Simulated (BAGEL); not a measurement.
# GeH2O2 (SMILES [OH][Ge][OH]), step by step

Wanted: a single-point energy (HF/cc-pVDZ), then a single-point energy (NEVPT2(2,2)/cc-pVDZ), then a single-point energy (CASPT2(2,2)/cc-pVDZ) of GeH2O2. 

The calculation is run with BAGEL 1.2.2.

2 further runs of the same task are left out: 2 set aside as unsound or not needed.

**1. The system as given**

GeH2O2: 5 atoms, total charge 0, spin state singlet. As SMILES, `[OH][Ge][OH]`. One bond was lengthened or shortened from a relaxed shape.

Bond lengths: O1–Ge2 1.790 Å, Ge2–O3 1.790 Å, O1–H4 0.961 Å, O3–H5 1.105 Å. Angles: O1–Ge2–O3 102.4°, Ge2–O1–H4 118.8°, Ge2–O3–H5 118.8°.

**2. A single-point energy at HF/cc-pVDZ (density fitting with svp-jkfit) (run 1)**

Contents of input.json:

```json
{ "bagel": [

{
  "title": "molecule",
  "basis": "cc-pvdz.json",
  "df_basis": "svp-jkfit",
  "angstrom": false,
  "geometry": [
    { "atom": "O", "xyz": [ -2.55806934, -0.37378972, -0.51534721 ] },
    { "atom": "Ge", "xyz": [ -0.62185596, -1.87857863,  1.81411818 ] },
    { "atom": "O", "xyz": [  2.39849331, -0.45467000,  1.27535726 ] },
    { "atom": "H", "xyz": [ -1.80198992,  0.85509918, -1.61913624 ] },
    { "atom": "H", "xyz": [  2.58212178,  0.96980745, -0.24169597 ] }
  ]
},
{
  "title": "hf"
},
{
  "title": "print",
  "file": "orbitals.molden",
  "orbitals": true
}

]}
```

The basis set cc-pVDZ is read from a file made from the Basis Set Exchange's data (not shown).

Started as:

```bash
$ BAGEL_NUM_THREADS=1 BAGEL input.json > input.out
```

The log of the run:

```text
* using 1 threads per process

  ===============================================================
  ===============================================================

  *** Geometry ***

  { "atom" : "O", "xyz" : [     -2.558069,     -0.373790,     -0.515347 ] },
  { "atom" : "Ge", "xyz" : [     -0.621856,     -1.878579,      1.814118 ] },
  { "atom" : "O", "xyz" : [      2.398493,     -0.454670,      1.275357 ] },
  { "atom" : "H", "xyz" : [     -1.801990,      0.855099,     -1.619136 ] },
  { "atom" : "H", "xyz" : [      2.582122,      0.969807,     -0.241696 ] },

  Number of auxiliary basis functions:      456

  Since a DF basis is specified, we compute 2- and 3-index integrals:
    o Being stored without compression. Storage requirement is 0.015 GB

  Number of basis functions:       65
  Number of electrons      :       50

    * METHOD: MOLECULE                             0.19

  *** RHF ***

  === Nuclear Repulsion ===
   188.7637999156

      * DIIS with orbital gradients will be used.

  === RHF iteration (cc-pvdz.json) ===
      0      -2225.90276876          0.02596027           0.06
      1      -2226.06830698          0.02165922           0.06
      2      -2226.25340187          0.00167743           0.06
      3      -2226.25524349          0.00051603           0.06
      4      -2226.25540110          0.00023489           0.06
      5      -2226.25543464          0.00005667           0.06
      6      -2226.25543841          0.00001882           0.06
      7      -2226.25543880          0.00000547           0.06
      8      -2226.25543883          0.00000265           0.06
      9      -2226.25543884          0.00000074           0.06
     10      -2226.25543884          0.00000037           0.06
     11      -2226.25543884          0.00000017           0.06
     12      -2226.25543884          0.00000004           0.06
     13      -2226.25543884          0.00000001           0.06
     14      -2226.25543884          0.00000001           0.06
    * SCF iteration converged.

    * Permanent dipole moment:
           (   -0.172814,    -0.491938,     0.487896) a.u.

    * METHOD: HF                                   1.01

    * METHOD: PRINT                                0.01

  ===============================================================
```

Wall time 1.4 s (1 thread of Arm Neoverse V2, shared host); peak memory 0.15 GiB.

**3. A single-point energy at NEVPT2(2,2)/cc-pVDZ (density fitting with svp-jkfit) (run 2)**

Contents of calc.json:

```json
{ "bagel": [

{
  "title": "molecule",
  "basis": "cc-pvdz.json",
  "df_basis": "svp-jkfit",
  "geometry": [
    { "atom": "O", "xyz": [ -2.55806934, -0.37378972, -0.51534721 ] },
    { "atom": "Ge", "xyz": [ -0.62185596, -1.87857863,  1.81411818 ] },
    { "atom": "O", "xyz": [  2.39849331, -0.45467000,  1.27535726 ] },
    { "atom": "H", "xyz": [ -1.80198992,  0.85509918, -1.61913624 ] },
    { "atom": "H", "xyz": [  2.58212178,  0.96980745, -0.24169597 ] }
  ]
},
{
  "title": "hf"
},
{
  "title": "nevpt2",
  "nstate": 1,
  "nact": 2,
  "nclosed": 24,
  "active": [20, 27],
  "maxiter": 200,
  "natocc": true,
  "ncore": 11
},
{
  "title": "print",
  "file": "orbitals.molden",
  "orbitals": true
}

]}
```

The basis set cc-pVDZ is read from a file made from the Basis Set Exchange's data (not shown).

Started as:

```bash
$ BAGEL_NUM_THREADS=1 BAGEL calc.json > calc.out
```

The log of the run:

```text
* using 1 threads per process

  ===============================================================
  ===============================================================

  *** Geometry ***

  { "atom" : "O", "xyz" : [     -2.558069,     -0.373790,     -0.515347 ] },
  { "atom" : "Ge", "xyz" : [     -0.621856,     -1.878579,      1.814118 ] },
  { "atom" : "O", "xyz" : [      2.398493,     -0.454670,      1.275357 ] },
  { "atom" : "H", "xyz" : [     -1.801990,      0.855099,     -1.619136 ] },
  { "atom" : "H", "xyz" : [      2.582122,      0.969807,     -0.241696 ] },

  Number of auxiliary basis functions:      456

  Since a DF basis is specified, we compute 2- and 3-index integrals:
    o Being stored without compression. Storage requirement is 0.015 GB

  Number of basis functions:       65
  Number of electrons      :       50

    * METHOD: MOLECULE                             0.19

  *** RHF ***

  === Nuclear Repulsion ===
   188.7637999156

      * DIIS with orbital gradients will be used.

  === RHF iteration (cc-pvdz.json) ===
      0      -2225.90276876          0.02596027           0.06
      1      -2226.06830698          0.02165922           0.06
      2      -2226.25340187          0.00167743           0.06
      3      -2226.25524349          0.00051603           0.06
      4      -2226.25540110          0.00023489           0.06
      5      -2226.25543464          0.00005667           0.06
      6      -2226.25543841          0.00001882           0.06
      7      -2226.25543880          0.00000547           0.06
      8      -2226.25543883          0.00000265           0.06
      9      -2226.25543884          0.00000074           0.06
     10      -2226.25543884          0.00000037           0.06
     11      -2226.25543884          0.00000017           0.06
     12      -2226.25543884          0.00000004           0.06
     13      -2226.25543884          0.00000001           0.06
     14      -2226.25543884          0.00000001           0.06
    * SCF iteration converged.

    * Permanent dipole moment:
           (   -0.172814,    -0.491938,     0.487896) a.u.

    * METHOD: HF                                   1.04

    * freezing 11 orbitals
  ---------------------------
      CASSCF calculation
  ---------------------------

    ==== Active orbitals : =====
         Orbital 20
         Orbital 27
    ============================

    * nstate   :      1
    * nclosed  :     24
    * nact     :      2
    * nvirt    :     39
  === CASSCF iteration (cc-pvdz.json) ===

    * Using the second-order algorithm

      0  0     -2226.25590825     1.37e-04      0.02

      1  0     -2226.26140398     9.62e-04      0.26

      2  0     -2226.27854161     1.06e-03      0.25

      3  0     -2226.28168478     4.09e-04      0.34

      4  0     -2226.28183746     2.05e-04      0.31

      5  0     -2226.28184771     8.60e-05      0.33

      6  0     -2226.28184879     3.33e-05      0.33

      7  0     -2226.28184892     1.25e-05      0.33

      8  0     -2226.28184894     4.64e-06      0.33

      9  0     -2226.28184895     1.71e-06      0.33

     10  0     -2226.28184895     6.31e-07      0.33

     11  0     -2226.28184895     2.32e-07      0.32

     12  0     -2226.28184895     8.54e-08      0.28

     13  0     -2226.28184895     3.14e-08      0.27

     14  0     -2226.28184895     1.15e-08      0.25

     15  0     -2226.28184895     4.26e-09      0.24

    * Second-order optimization converged. *

     guess   0:   closed 1.                   open ..

  === FCI iteration ===

      0  0     -2226.25484664     1.02e-01      0.00
      1  0     -2226.28177779     4.13e-03      0.00
      2  0 *   -2226.28184895     7.16e-16      0.00

     * ci vector, state   0, <S^2> = 0.0000
       2.     0.9913808643
       .2    -0.1310113804

  === DF-NEVPT2 calculation ===

    * 3-index integral transformation done
    * assembly done

      NEVPT2 correlation energy:   -0.4567447978      0.08

          (+0)     -0.3703111581
          (+0)'    -0.0387129572
          (+1)     -0.0068320410
          (+1)'    -0.0000000000
          (+2)     -0.0006255138
          (-1)     -0.0340040695
          (-1)'     0.0000000000
          (-2)     -0.0062590582

      NEVPT2 total energy:       -2226.7385937443

    * METHOD: NEVPT2                               4.85

    * METHOD: PRINT                                0.01

  ===============================================================
```

Run time: 6.3 s. Hardware: 1 thread of Arm Neoverse V2, shared host; peak memory 0.15 GiB.

**4. The energy at CASPT2(2,2)/cc-pVDZ (density fitting with svp-jkfit) (run 3)**

Contents of caspt2.json:

```json
{ "bagel": [

{
  "title": "molecule",
  "basis": "cc-pvdz.json",
  "df_basis": "svp-jkfit",
  "geometry": [
    { "atom": "O", "xyz": [ -2.55806934, -0.37378972, -0.51534721 ] },
    { "atom": "Ge", "xyz": [ -0.62185596, -1.87857863,  1.81411818 ] },
    { "atom": "O", "xyz": [  2.39849331, -0.45467000,  1.27535726 ] },
    { "atom": "H", "xyz": [ -1.80198992,  0.85509918, -1.61913624 ] },
    { "atom": "H", "xyz": [  2.58212178,  0.96980745, -0.24169597 ] }
  ]
},
{
  "title": "hf"
},
{
  "title": "casscf",
  "nstate": 1,
  "nact": 2,
  "nclosed": 24,
  "active": [20, 27],
  "maxiter": 200,
  "natocc": "true"
},
{
  "title": "print",
  "file": "orbitals.molden",
  "orbitals": "true"
},
{
  "title": "smith",
  "method": "caspt2",
  "ms": "true",
  "xms": "true",
  "sssr": "true",
  "shift": 0.2,
  "shift_imag": "true",
  "ncore": 11
}

]}
```

The basis set cc-pVDZ is read from a file made from the Basis Set Exchange's data (not shown).

Started as:

```bash
$ BAGEL_NUM_THREADS=1 BAGEL caspt2.json > caspt2.out
```

The log of the run:

```text
* using 1 threads per process

  ===============================================================
  ===============================================================

  *** Geometry ***

  { "atom" : "O", "xyz" : [     -2.558069,     -0.373790,     -0.515347 ] },
  { "atom" : "Ge", "xyz" : [     -0.621856,     -1.878579,      1.814118 ] },
  { "atom" : "O", "xyz" : [      2.398493,     -0.454670,      1.275357 ] },
  { "atom" : "H", "xyz" : [     -1.801990,      0.855099,     -1.619136 ] },
  { "atom" : "H", "xyz" : [      2.582122,      0.969807,     -0.241696 ] },

  Number of auxiliary basis functions:      456

  Since a DF basis is specified, we compute 2- and 3-index integrals:
    o Being stored without compression. Storage requirement is 0.015 GB

  Number of basis functions:       65
  Number of electrons      :       50

    * METHOD: MOLECULE                             0.19

  *** RHF ***

  === Nuclear Repulsion ===
   188.7637999156

      * DIIS with orbital gradients will be used.

  === RHF iteration (cc-pvdz.json) ===
      0      -2225.90276876          0.02596027           0.06
      1      -2226.06830698          0.02165922           0.06
      2      -2226.25340187          0.00167743           0.06
      3      -2226.25524349          0.00051603           0.06
      4      -2226.25540110          0.00023489           0.06
      5      -2226.25543464          0.00005667           0.06
      6      -2226.25543841          0.00001882           0.06
      7      -2226.25543880          0.00000547           0.06
      8      -2226.25543883          0.00000265           0.06
      9      -2226.25543884          0.00000074           0.06
     10      -2226.25543884          0.00000037           0.06
     11      -2226.25543884          0.00000017           0.06
     12      -2226.25543884          0.00000004           0.06
     13      -2226.25543884          0.00000001           0.06
     14      -2226.25543884          0.00000001           0.06
    * SCF iteration converged.

    * Permanent dipole moment:
           (   -0.172814,    -0.491938,     0.487896) a.u.

    * METHOD: HF                                   1.02

  ---------------------------
      CASSCF calculation
  ---------------------------

    ==== Active orbitals : =====
         Orbital 20
         Orbital 27
    ============================

    * nstate   :      1
    * nclosed  :     24
    * nact     :      2
    * nvirt    :     39
  === CASSCF iteration (cc-pvdz.json) ===

    * Using the second-order algorithm

      0  0     -2226.25590825     1.37e-04      0.02

      1  0     -2226.26140398     9.62e-04      0.26

      2  0     -2226.27854161     1.06e-03      0.25

      3  0     -2226.28168478     4.09e-04      0.33

      4  0     -2226.28183746     2.05e-04      0.31

      5  0     -2226.28184771     8.60e-05      0.33

      6  0     -2226.28184879     3.33e-05      0.32

      7  0     -2226.28184892     1.25e-05      0.33

      8  0     -2226.28184894     4.64e-06      0.33

      9  0     -2226.28184895     1.71e-06      0.33

     10  0     -2226.28184895     6.31e-07      0.33

     11  0     -2226.28184895     2.32e-07      0.32

     12  0     -2226.28184895     8.54e-08      0.29

     13  0     -2226.28184895     3.14e-08      0.28

     14  0     -2226.28184895     1.15e-08      0.26

     15  0     -2226.28184895     4.26e-09      0.24

    * Second-order optimization converged. *

     guess   0:   closed 1.                   open ..

  === FCI iteration ===

      0  0     -2226.25484664     1.02e-01      0.00
      1  0     -2226.28177779     4.13e-03      0.00
      2  0 *   -2226.28184895     7.16e-16      0.00

     * ci vector, state   0, <S^2> = 0.0000
       2.     0.9913808643
       .2    -0.1310113804

    * METHOD: CASSCF                               4.67

    * METHOD: PRINT                                0.01

  === SMITH program ===

    * freezing 11 orbitals

    * Approximate memory requirement for SMITH calulation per MPI process:
      o Storage requirement for T-amplitude, lambda, and residual is 0.01 GB
      o Storage requirement for MO integrals is 0.00 GB
    * Calculating and saving rdm4f

    * Zeroth order energy : state  0       -1.3114592045

    * CASPT2 iteration is performed using orthogonal basis

      -------------------------------------------  CASPT2 iteration  ---------------------------------------------------
       #      aibj      arbs      arbi      airj      risj      airs      arst      rist         Etot      error   time
      ------------------------------------------------------------------------------------------------------------------

       0  -0.36937  -0.00732  -0.03400  -0.00695  -0.00079  -0.03381  -0.00000  -0.00000   -0.4522372  0.0026361   0.04
       1  -0.36972  -0.00739  -0.03425  -0.00709  -0.00085  -0.03470  -0.00000  -0.00000   -0.4540063  0.0004537   0.04
       2  -0.36977  -0.00740  -0.03418  -0.00710  -0.00085  -0.03478  -0.00000  -0.00000   -0.4540801  0.0001054   0.04
       3  -0.36977  -0.00740  -0.03418  -0.00709  -0.00086  -0.03479  -0.00000  -0.00000   -0.4540832  0.0000251   0.04
       4  -0.36976  -0.00740  -0.03418  -0.00708  -0.00086  -0.03479  -0.00000  -0.00000   -0.4540835  0.0000065   0.04
       5  -0.36976  -0.00740  -0.03418  -0.00708  -0.00086  -0.03479   0.00000  -0.00000   -0.4540835  0.0000016   0.05
       6  -0.36976  -0.00740  -0.03418  -0.00708  -0.00086  -0.03479   0.00000  -0.00000   -0.4540835  0.0000004   0.05

      ------------------------------------------------------------------------------------------------------------------

    * CASPT2 energy : state  0    -2226.7381006930
        w/o shift correction      -2226.7359324177
        reference weight              0.8785492644

    * METHOD: SMITH                                0.46

  ===============================================================
```

Run time: 6.6 s. Hardware: 1 thread of Arm Neoverse V2, shared host; peak memory 0.15 GiB.

**5. Outcome**

| quantity | value |
| --- | --- |
| run 1, HF/cc-pVDZ: total energy | -2226.25544 Eh |
| run 1, HF/cc-pVDZ: dipole moment | 1.82 D |
| run 1, HF/cc-pVDZ: HOMO energy | -10.30 eV |
| run 1, HF/cc-pVDZ: LUMO energy | 1.69 eV |
| run 1, HF/cc-pVDZ: HOMO–LUMO gap | 11.99 eV |
| run 2, NEVPT2(2,2)/cc-pVDZ: total energy | -2226.73859 Eh |
| run 3, CASPT2(2,2)/cc-pVDZ: total energy | -2226.73810 Eh |
